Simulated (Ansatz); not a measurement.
**C: a strain scan**

The task, for C: strain the cell along the Voigt pattern (0, 0, 0, 1, 0, 0).

Program: Ansatz 0.2.0. Level of theory: DFT LDA, scalar-relativistic, plane waves, PAW. These are calculated values, not measurements.

1 further run of the same task is left out (set aside as unsound or not needed). Runs told in other sessions of the task aren't counted.

## 1. The structure to begin with

It takes space group Im-3m (No. 229, cubic). Conventional cell: a = 4.821 Å, b = 4.821 Å, c = 4.821 Å, α = 90.00°, β = 90.00°, γ = 90.00°. Around C (site symmetry 3m) lie 4 C at 1.46 to 1.57 Å.

As a file:

```
CELL_PARAMETERS angstrom
-2.41040 2.41040 2.41040
2.41040 -2.41040 2.41040
2.41040 2.41040 -2.41040
ATOMIC_POSITIONS crystal
C 0.32547 0.00000 0.00000
C 0.67453 0.67453 0.67453
C 0.00000 0.32547 0.00000
C 0.00000 0.00000 0.32547
C 0.00000 0.67453 0.00000
C 0.32547 0.32547 0.32547
C 0.67453 0.00000 0.00000
C 0.00000 0.00000 0.67453
```

It goes back to an entry of the Materials Project, which need not be the stable form.

It is the result of an earlier relaxation at this level (volume 7.00 Å³/atom; gap on the mesh: 3.04 eV).

## 2. The reference cell

The reference gives a free energy of -1938.2294 eV, pressure 0.00 GPa, largest force 0.001 eV/Å and gap on the mesh 3.04 eV. It was computed beforehand with the settings of the runs below.

## 3. Next: a strain scan

The cell is strained by ε times the Voigt pattern (0, 0, 0, 1, 0, 0) (xx, yy, zz, yz, xz, xy; engineering shear), with fractional coordinates fixed (clamped ions). The stress on the pattern is the sum of the stress components weighted by it, tension positive.

## 4. At ε = -0.0400

The input, input.yaml:

```yaml
crystal:
  lattice:
    - [-2.410398307, 2.3621903409, 2.3621903409]
    - [2.410398307, -2.4586062731, 2.4586062731]
    - [2.410398307, 2.4586062731, -2.4586062731]
  atoms:
    - { symbol: C, position: [0.325471087, 0.0, 0.0] }
    - { symbol: C, position: [0.674528913, 0.674528913, 0.674528913] }
    - { symbol: C, position: [0.0, 0.325471087, 0.0] }
    - { symbol: C, position: [0.0, 0.0, 0.325471087] }
    - { symbol: C, position: [0.0, 0.674528913, 0.0] }
    - { symbol: C, position: [0.325471087, 0.325471087, 0.325471087] }
    - { symbol: C, position: [0.674528913, 0.0, 0.0] }
    - { symbol: C, position: [0.0, 0.0, 0.674528913] }
basis:
  ecutwfc: 420
kpoints:
  mp_grid: { grid: [8, 8, 8] }
hamiltonian:
  xc: lda
scf:
  occupations: { method: gaussian, width: 0.05 }
output:
  forces: true
  stress: true
  eigenvalues: true
```

Run with:

```bash
> ansatz run input.yaml --threads 2 --pin off --max-ram 5120MiB --backend cpu --events-out ev --progress --plain --runs-dir out
```

What it wrote, cut to the lines that bear on the results:

```text
Warning: RAYON_NUM_THREADS=2 ignored (pool sized by the plan → 2); use --threads N
[...]
Pseudopotentials: kind: paw
Pseudopotential: C, paw, valence charge 4, recommended cutoff 420 eV (normal), C.paw.azcp
Functional definition: SPW92
[...]
Crystal: 8 atoms, lattice volume = 55.995 Å³
Basis set: ecut = 420 eV, 1081 PW (Γ)
Bands: 24, of which v1, the nominal top of the filled ones, is band 16 counted from 1 (15 counted from 0)
Symmetry: 8 space group operations
Space group: Fmmm (ITA 69), of the structure as read, at distance tolerance 3.8e-5 Å
k-points: 95 of 512
[...]
SCF iter   1: F=—  HF=-1938.173854 eV  |F-HF|=—  |Δ(HF+E_count)|=         —  Δρ=1.45e-2  dr2=8.01e-2  ethr=1.77e-3  ⟨swp⟩=6.9  Hψ=11467  notcnv=0  defer=6
[...]
SCF iter   6: F=-1938.146553 eV  HF=-1938.146553 eV  |F-HF|=1.31e-8  |Δ(HF+E_count)|=   3.29e-6  Δρ=1.59e-5  dr2=6.94e-8  ethr=3.13e-10  ⟨swp⟩=6.5  Hψ=12323  notcnv=0
[...]
SCF converged after 6 iterations
Free energy (F): -1938.146553 eV
[...]
E sigma→0 (E₀):  -1938.146553 eV
Fermi energy:    11.156693 eV
[...]
--- Forces (eV/Å), atoms counted from 1 ---
  atom   1  C      0.07363500    -0.06614349    -0.06614349
  atom   2  C      0.07363500     0.06614349     0.06614349
  atom   3  C      0.03436617    -0.05834973     0.05834973
  atom   4  C      0.03436617     0.05834973    -0.05834973
  atom   5  C     -0.03436617     0.05834973    -0.05834973
  atom   6  C     -0.07363500    -0.06614349    -0.06614349
  atom   7  C     -0.07363500     0.06614349     0.06614349
  atom   8  C     -0.03436617    -0.05834973     0.05834973
[...]
--- Stress (GPa, compression-positive) ---
        0.191894      -0.000000      -0.000000
       -0.000000       0.114406      11.844183
       -0.000000      11.844183       0.114406
  P = ⅓ Tr σ = 0.1402 GPa (1.402 kbar)
--- Band table (eV; the first three rows and the last of 95) ---
  k-point 0: bands = ["-11.4444", "-3.4201", "-3.2294", "-3.0260", "-2.3591", "-2.1933", "-2.1412", "-1.9885", "3.4764", "3.5806", "3.7011", "4.2398", "4.2456", "8.9107", "9.2334", "9.5894", "13.5817", "13.6652", "13.7972", "17.4472", "18.2169", "18.2212", "18.2690"]
[...]
```

It took 3.7 s on 2 threads of Arm Neoverse V1, shared host; peak memory 0.34 GiB.

## 5. ε = 0.0300

Edit input.yaml of step 4 so:

```diff
@@ -2,5 +2,5 @@
   lattice:
-    - [-2.410398307, 2.3621903409, 2.3621903409]
-    - [2.410398307, -2.4586062731, 2.4586062731]
-    - [2.410398307, 2.4586062731, -2.4586062731]
+    - [-2.410398307, 2.4465542816, 2.4465542816]
+    - [2.410398307, -2.3742423324, 2.3742423324]
+    - [2.410398307, 2.3742423324, -2.3742423324]
   atoms:
```

Run with:

```bash
> ansatz run input.yaml --threads 2 --pin off --max-ram 5120MiB --backend cpu --events-out ev --progress --plain --runs-dir out
```

What it wrote, cut to the lines that bear on the results:

```text
Warning: RAYON_NUM_THREADS=2 ignored (pool sized by the plan → 2); use --threads N
[...]
[... 3 set-up lines as earlier in the session ...]
[...]
Crystal: 8 atoms, lattice volume = 56.005 Å³
Basis set: ecut = 420 eV, 1081 PW (Γ)
Bands: 24, of which v1, the nominal top of the filled ones, is band 16 counted from 1 (15 counted from 0)
[... 2 set-up lines as earlier in the session ...]
k-points: 95 of 512
[...]
SCF iter   1: F=—  HF=-1938.210168 eV  |F-HF|=—  |Δ(HF+E_count)|=         —  Δρ=1.44e-2  dr2=7.98e-2  ethr=1.77e-3  ⟨swp⟩=7.0  Hψ=11482  notcnv=0  defer=6
[...]
SCF iter   6: F=-1938.182997 eV  HF=-1938.182997 eV  |F-HF|=1.41e-8  |Δ(HF+E_count)|=   4.00e-6  Δρ=1.48e-5  dr2=6.22e-8  ethr=3.13e-10  ⟨swp⟩=6.4  Hψ=12224  notcnv=0
[...]
SCF converged after 6 iterations
Free energy (F): -1938.182997 eV
[...]
E sigma→0 (E₀):  -1938.182997 eV
Fermi energy:    11.138525 eV
[...]
--- Forces (eV/Å), atoms counted from 1 ---
  atom   1  C     -0.02889841     0.04393608     0.04393608
  atom   2  C     -0.02889841    -0.04393608    -0.04393608
  atom   3  C     -0.05143109     0.04880632    -0.04880632
  atom   4  C     -0.05143109    -0.04880632     0.04880632
  atom   5  C      0.05143109    -0.04880632     0.04880632
  atom   6  C      0.02889841     0.04393608     0.04393608
  atom   7  C      0.02889841    -0.04393608    -0.04393608
  atom   8  C      0.05143109     0.04880632    -0.04880632
[...]
--- Stress (GPa, compression-positive) ---
        0.111307       0.000000      -0.000000
        0.000000       0.068093      -8.891215
       -0.000000      -8.891215       0.068093
  P = ⅓ Tr σ = 0.0825 GPa (0.825 kbar)
--- Band table (eV; the first three rows and the last of 95) ---
[... band rows left out ...]
[...]
```

Run time: 3.4 s. Hardware: 2 threads of Arm Neoverse V1, shared host; peak memory 0.34 GiB.

## 6. At ε = -0.0200

Edit input.yaml of step 5 so:

```diff
@@ -2,5 +2,5 @@
   lattice:
-    - [-2.410398307, 2.4465542816, 2.4465542816]
-    - [2.410398307, -2.3742423324, 2.3742423324]
-    - [2.410398307, 2.3742423324, -2.3742423324]
+    - [-2.410398307, 2.3862943239, 2.3862943239]
+    - [2.410398307, -2.4345022901, 2.4345022901]
+    - [2.410398307, 2.4345022901, -2.4345022901]
   atoms:
```

Run with:

```bash
> ansatz run input.yaml --threads 2 --pin off --max-ram 5120MiB --backend cpu --events-out ev --progress --plain --runs-dir out
```

What it wrote, cut to the lines that bear on the results:

```text
[...]
SCF converged after 6 iterations
Free energy (F): -1938.208785 eV
[...]
E sigma→0 (E₀):  -1938.208785 eV
Fermi energy:    11.121363 eV
[...]
--- Forces (eV/Å), atoms counted from 1 ---
  atom   1  C      0.03196243    -0.03219172    -0.03219172
  atom   2  C      0.03196243     0.03219172     0.03219172
  atom   3  C      0.02136020    -0.02942828     0.02942828
  atom   4  C      0.02136020     0.02942828    -0.02942828
  atom   5  C     -0.02136020     0.02942828    -0.02942828
  atom   6  C     -0.03196243    -0.03219172    -0.03219172
  atom   7  C     -0.03196243     0.03219172     0.03219172
  atom   8  C     -0.02136020    -0.02942828     0.02942828
[...]
--- Stress (GPa, compression-positive) ---
        0.050493      -0.000000      -0.000000
       -0.000000       0.030505       5.932089
       -0.000000       5.932089       0.030505
  P = ⅓ Tr σ = 0.0372 GPa (0.372 kbar)
--- Band table (eV; the first three rows and the last of 95) ---
  k-point 0: bands = ["-11.4415", "-3.3243", "-3.2273", "-3.1272", "-2.2697", "-2.1832", "-2.1502", "-2.0845", "3.5231", "3.5771", "3.6352", "4.2320", "4.2335", "9.0758", "9.2405", "9.4136", "13.6224", "13.6703", "13.7304", "17.4368", "18.2082", "18.2093", "18.2949"]
[...]
```

Wall time 3.7 s (2 threads of Arm Neoverse V1, shared host); peak memory 0.33 GiB.

## 7. ε = 0.0100

Edit input.yaml of step 6 so:

```diff
@@ -2,5 +2,5 @@
   lattice:
-    - [-2.410398307, 2.3862943239, 2.3862943239]
-    - [2.410398307, -2.4345022901, 2.4345022901]
-    - [2.410398307, 2.4345022901, -2.4345022901]
+    - [-2.410398307, 2.4224502985, 2.4224502985]
+    - [2.410398307, -2.3983463155, 2.3983463155]
+    - [2.410398307, 2.3983463155, -2.3983463155]
   atoms:
```

Run with:

```bash
> ansatz run input.yaml --threads 2 --pin off --max-ram 5120MiB --backend cpu --events-out ev --progress --plain --runs-dir out
```

What it wrote, cut to the lines that bear on the results:

```text
Warning: RAYON_NUM_THREADS=2 ignored (pool sized by the plan → 2); use --threads N
[...]
[... 3 set-up lines as earlier in the session ...]
[...]
Crystal: 8 atoms, lattice volume = 56.016 Å³
Basis set: ecut = 420 eV, 1061 PW (Γ)
Bands: 24, of which v1, the nominal top of the filled ones, is band 16 counted from 1 (15 counted from 0)
[... 2 set-up lines as earlier in the session ...]
k-points: 95 of 512
[...]
SCF iter   1: F=—  HF=-1938.251406 eV  |F-HF|=—  |Δ(HF+E_count)|=         —  Δρ=1.44e-2  dr2=7.97e-2  ethr=1.77e-3  ⟨swp⟩=7.0  Hψ=11447  notcnv=0  defer=5
[...]
SCF iter   6: F=-1938.224295 eV  HF=-1938.224295 eV  |F-HF|=5.04e-9  |Δ(HF+E_count)|=   1.21e-6  Δρ=1.38e-5  dr2=6.18e-8  ethr=3.13e-10  ⟨swp⟩=6.1  Hψ=11699  notcnv=0
[...]
SCF converged after 6 iterations
Free energy (F): -1938.224295 eV
[...]
E sigma→0 (E₀):  -1938.224295 eV
Fermi energy:    11.105157 eV
[...]
--- Forces (eV/Å), atoms counted from 1 ---
  atom   1  C     -0.01165817     0.01477208     0.01477208
  atom   2  C     -0.01165817    -0.01477208    -0.01477208
  atom   3  C     -0.01498853     0.01613321    -0.01613321
  atom   4  C     -0.01498853    -0.01613321     0.01613321
  atom   5  C      0.01498853    -0.01613321     0.01613321
  atom   6  C      0.01165817     0.01477208     0.01477208
  atom   7  C      0.01165817    -0.01477208    -0.01477208
  atom   8  C      0.01498853     0.01613321    -0.01613321
[...]
--- Stress (GPa, compression-positive) ---
        0.011285      -0.000000      -0.000000
       -0.000000       0.004845      -2.969514
       -0.000000      -2.969514       0.004845
  P = ⅓ Tr σ = 0.0070 GPa (0.070 kbar)
--- Band table (eV; the first three rows and the last of 95) ---
[... band rows left out ...]
[...]
```

Wall time 3.5 s (2 threads of Arm Neoverse V1, shared host); peak memory 0.33 GiB.

## 8. ε = 0.0350

Edit input.yaml of step 7 so:

```diff
@@ -2,5 +2,5 @@
   lattice:
-    - [-2.410398307, 2.4224502985, 2.4224502985]
-    - [2.410398307, -2.3983463155, 2.3983463155]
-    - [2.410398307, 2.3983463155, -2.3983463155]
+    - [-2.410398307, 2.4525802774, 2.4525802774]
+    - [2.410398307, -2.3682163366, 2.3682163366]
+    - [2.410398307, 2.3682163366, -2.3682163366]
   atoms:
```

Run with:

```bash
> ansatz run input.yaml --threads 2 --pin off --max-ram 5120MiB --backend cpu --events-out ev --progress --plain --runs-dir out
```

What it wrote, cut to the lines that bear on the results:

```text
Warning: RAYON_NUM_THREADS=2 ignored (pool sized by the plan → 2); use --threads N
[...]
[... 3 set-up lines as earlier in the session ...]
[...]
Crystal: 8 atoms, lattice volume = 56.001 Å³
Basis set: ecut = 420 eV, 1081 PW (Γ)
Bands: 24, of which v1, the nominal top of the filled ones, is band 16 counted from 1 (15 counted from 0)
[... 2 set-up lines as earlier in the session ...]
k-points: 95 of 512
[...]
SCF iter   1: F=—  HF=-1938.193266 eV  |F-HF|=—  |Δ(HF+E_count)|=         —  Δρ=1.44e-2  dr2=8.00e-2  ethr=1.77e-3  ⟨swp⟩=6.9  Hψ=11472  notcnv=0  defer=9
[...]
SCF iter   6: F=-1938.166090 eV  HF=-1938.166090 eV  |F-HF|=1.38e-8  |Δ(HF+E_count)|=   3.87e-6  Δρ=1.54e-5  dr2=6.58e-8  ethr=3.13e-10  ⟨swp⟩=6.5  Hψ=12257  notcnv=0
[...]
SCF converged after 6 iterations
Free energy (F): -1938.166090 eV
[...]
E sigma→0 (E₀):  -1938.166090 eV
Fermi energy:    11.147494 eV
[...]
--- Forces (eV/Å), atoms counted from 1 ---
  atom   1  C     -0.03187404     0.05119794     0.05119794
  atom   2  C     -0.03187404    -0.05119794    -0.05119794
  atom   3  C     -0.06220453     0.05735322    -0.05735322
  atom   4  C     -0.06220453    -0.05735322     0.05735322
  atom   5  C      0.06220453    -0.05735322     0.05735322
  atom   6  C      0.03187404     0.05119794     0.05119794
  atom   7  C      0.03187404    -0.05119794    -0.05119794
  atom   8  C      0.06220453     0.05735322    -0.05735322
[...]
--- Stress (GPa, compression-positive) ---
        0.149370      -0.000000      -0.000000
       -0.000000       0.090420     -10.368848
       -0.000000     -10.368848       0.090420
  P = ⅓ Tr σ = 0.1101 GPa (1.101 kbar)
--- Band table (eV; the first three rows and the last of 95) ---
[... band rows left out ...]
[...]
```

It took 3.4 s on 2 threads of Arm Neoverse V1, shared host; peak memory 0.34 GiB.

## 9. At ε = 0.0250

Edit input.yaml of step 8 so:

```diff
@@ -2,5 +2,5 @@
   lattice:
-    - [-2.410398307, 2.4525802774, 2.4525802774]
-    - [2.410398307, -2.3682163366, 2.3682163366]
-    - [2.410398307, 2.3682163366, -2.3682163366]
+    - [-2.410398307, 2.4405282858, 2.4405282858]
+    - [2.410398307, -2.3802683282, 2.3802683282]
+    - [2.410398307, 2.3802683282, -2.3802683282]
   atoms:
```

Run with:

```bash
> ansatz run input.yaml --threads 2 --pin off --max-ram 5120MiB --backend cpu --events-out ev --progress --plain --runs-dir out
```

What it wrote, cut to the lines that bear on the results:

```text
[...]
SCF converged after 6 iterations
Free energy (F): -1938.197231 eV
[...]
E sigma→0 (E₀):  -1938.197231 eV
Fermi energy:    11.129824 eV
[...]
--- Forces (eV/Å), atoms counted from 1 ---
  atom   1  C     -0.02543470     0.03677101     0.03677101
  atom   2  C     -0.02543470    -0.03677101    -0.03677101
  atom   3  C     -0.04141503     0.04042185    -0.04042185
  atom   4  C     -0.04141503    -0.04042185     0.04042185
  atom   5  C      0.04141503    -0.04042185     0.04042185
  atom   6  C      0.02543470     0.03677101     0.03677101
  atom   7  C      0.02543470    -0.03677101    -0.03677101
  atom   8  C      0.04141503     0.04042185    -0.04042185
[...]
--- Stress (GPa, compression-positive) ---
        0.078006       0.000000      -0.000000
        0.000000       0.047808      -7.411742
       -0.000000      -7.411742       0.047808
  P = ⅓ Tr σ = 0.0579 GPa (0.579 kbar)
--- Band table (eV; the first three rows and the last of 95) ---
  k-point 0: bands = ["-11.4421", "-3.3485", "-3.2278", "-3.1020", "-2.2922", "-2.1854", "-2.1483", "-2.0608", "3.5107", "3.5778", "3.6510", "4.2334", "4.2357", "9.0332", "9.2390", "9.4572", "13.6113", "13.6693", "13.7462", "17.4387", "18.2097", "18.2116", "18.2901"]
[...]
```

Wall time 3.3 s (2 threads of Arm Neoverse V1, shared host); peak memory 0.34 GiB.

## 10. At ε = 0.0150

Edit input.yaml of step 9 so:

```diff
@@ -2,5 +2,5 @@
   lattice:
-    - [-2.410398307, 2.4405282858, 2.4405282858]
-    - [2.410398307, -2.3802683282, 2.3802683282]
-    - [2.410398307, 2.3802683282, -2.3802683282]
+    - [-2.410398307, 2.4284762943, 2.4284762943]
+    - [2.410398307, -2.3923203197, 2.3923203197]
+    - [2.410398307, 2.3923203197, -2.3923203197]
   atoms:
```

Run with:

```bash
> ansatz run input.yaml --threads 2 --pin off --max-ram 5120MiB --backend cpu --events-out ev --progress --plain --runs-dir out
```

What it wrote, cut to the lines that bear on the results:

```text
[...]
SCF converged after 6 iterations
Free energy (F): -1938.217830 eV
[...]
E sigma→0 (E₀):  -1938.217830 eV
Fermi energy:    11.113145 eV
[...]
--- Forces (eV/Å), atoms counted from 1 ---
  atom   1  C     -0.01678313     0.02207983     0.02207983
  atom   2  C     -0.01678313    -0.02207983    -0.02207983
  atom   3  C     -0.02318921     0.02411290    -0.02411290
  atom   4  C     -0.02318921    -0.02411290     0.02411290
  atom   5  C      0.02318921    -0.02411290     0.02411290
  atom   6  C      0.01678313     0.02207983     0.02207983
  atom   7  C      0.01678313    -0.02207983    -0.02207983
  atom   8  C      0.02318921     0.02411290    -0.02411290
[...]
--- Stress (GPa, compression-positive) ---
        0.027586       0.000000      -0.000000
        0.000000       0.015862      -4.450933
       -0.000000      -4.450933       0.015862
  P = ⅓ Tr σ = 0.0198 GPa (0.198 kbar)
--- Band table (eV; the first three rows and the last of 95) ---
  k-point 0: bands = ["-11.4411", "-3.3001", "-3.2270", "-3.1522", "-2.2470", "-2.1812", "-2.1521", "-2.1082", "3.5357", "3.5766", "3.6197", "4.2309", "4.2317", "9.1169", "9.2413", "9.3704", "13.6339", "13.6710", "13.7150", "17.4352", "18.2069", "18.2075", "18.2986"]
[...]
```

It took 3.3 s on 2 threads of Arm Neoverse V1, shared host; peak memory 0.34 GiB.

## 11. Point ε = 0.0050

Edit input.yaml of step 10 so:

```diff
@@ -2,5 +2,5 @@
   lattice:
-    - [-2.410398307, 2.4284762943, 2.4284762943]
-    - [2.410398307, -2.3923203197, 2.3923203197]
-    - [2.410398307, 2.3923203197, -2.3923203197]
+    - [-2.410398307, 2.4164243028, 2.4164243028]
+    - [2.410398307, -2.4043723112, 2.4043723112]
+    - [2.410398307, 2.4043723112, -2.4043723112]
   atoms:
```

Run with:

```bash
> ansatz run input.yaml --threads 2 --pin off --max-ram 5120MiB --backend cpu --events-out ev --progress --plain --runs-dir out
```

What it wrote, cut to the lines that bear on the results:

```text
Warning: RAYON_NUM_THREADS=2 ignored (pool sized by the plan → 2); use --threads N
[...]
[... 3 set-up lines as earlier in the session ...]
[...]
Crystal: 8 atoms, lattice volume = 56.017 Å³
Basis set: ecut = 420 eV, 1061 PW (Γ)
Bands: 24, of which v1, the nominal top of the filled ones, is band 16 counted from 1 (15 counted from 0)
[... 2 set-up lines as earlier in the session ...]
k-points: 95 of 512
[...]
SCF iter   1: F=—  HF=-1938.255287 eV  |F-HF|=—  |Δ(HF+E_count)|=         —  Δρ=1.44e-2  dr2=7.95e-2  ethr=1.77e-3  ⟨swp⟩=6.9  Hψ=11433  notcnv=0  defer=4
[...]
SCF iter   6: F=-1938.228182 eV  HF=-1938.228182 eV  |F-HF|=9.65e-9  |Δ(HF+E_count)|=   3.73e-7  Δρ=1.29e-5  dr2=6.30e-8  ethr=3.13e-10  ⟨swp⟩=5.7  Hψ=10839  notcnv=0
[...]
SCF converged after 6 iterations
Free energy (F): -1938.228182 eV
[...]
E sigma→0 (E₀):  -1938.228182 eV
Fermi energy:    11.097616 eV
[...]
--- Forces (eV/Å), atoms counted from 1 ---
  atom   1  C     -0.00590471     0.00718040     0.00718040
  atom   2  C     -0.00590471    -0.00718040    -0.00718040
  atom   3  C     -0.00743469     0.00831859    -0.00831859
  atom   4  C     -0.00743469    -0.00831859     0.00831859
  atom   5  C      0.00743469    -0.00831859     0.00831859
  atom   6  C      0.00590471     0.00718040     0.00718040
  atom   7  C      0.00590471    -0.00718040    -0.00718040
  atom   8  C      0.00743469     0.00831859    -0.00831859
[...]
--- Stress (GPa, compression-positive) ---
        0.001599       0.000000       0.000000
        0.000000       0.000095      -1.485019
       -0.000000      -1.485019       0.000095
  P = ⅓ Tr σ = 0.0006 GPa (0.006 kbar)
--- Band table (eV; the first three rows and the last of 95) ---
[... band rows left out ...]
[...]
```

It took 3.3 s on 2 threads of Arm Neoverse V1, shared host; peak memory 0.34 GiB.

## 12. All points together

Collected from the runs (energy zero: the undisturbed cell):

```tsv
ε	ΔE (meV/atom)	stress on the pattern (GPa)	pressure (GPa)	gap on the mesh (eV)
-0.0400	10.4	-11.84	0.1	2.71
-0.0200	2.6	-5.93	0.0	2.87
0.0000	0.0	0.00	0.0	3.04
0.0050	0.2	1.49	0.0	3.00
0.0100	0.6	2.97	0.0	2.95
0.0150	1.4	4.45	0.0	2.91
0.0250	4.0	7.41	0.1	2.83
0.0300	5.8	8.89	0.1	2.79
0.0350	7.9	10.37	0.1	2.75
```

Not run, since symmetry makes them alike: 0.0400 repeats -0.0400, -0.0300 repeats 0.0300, 0.0200 repeats -0.0200, -0.0100 repeats 0.0100. Energy, pressure and gap are the same there.

## 13. What came out

| quantity | value |
| --- | --- |
| slope of the stress at ε = 0, from the points at -0.0200, 0 and 0.0050 | 297 GPa |

What this shows: From the stress slope, C44 is about 297 GPa with the ions clamped; letting the atoms relax could not make it stiffer. The undisturbed cell stays the lowest of the sampled points. The gap on the mesh stays between 2.71 and 3.04 eV.
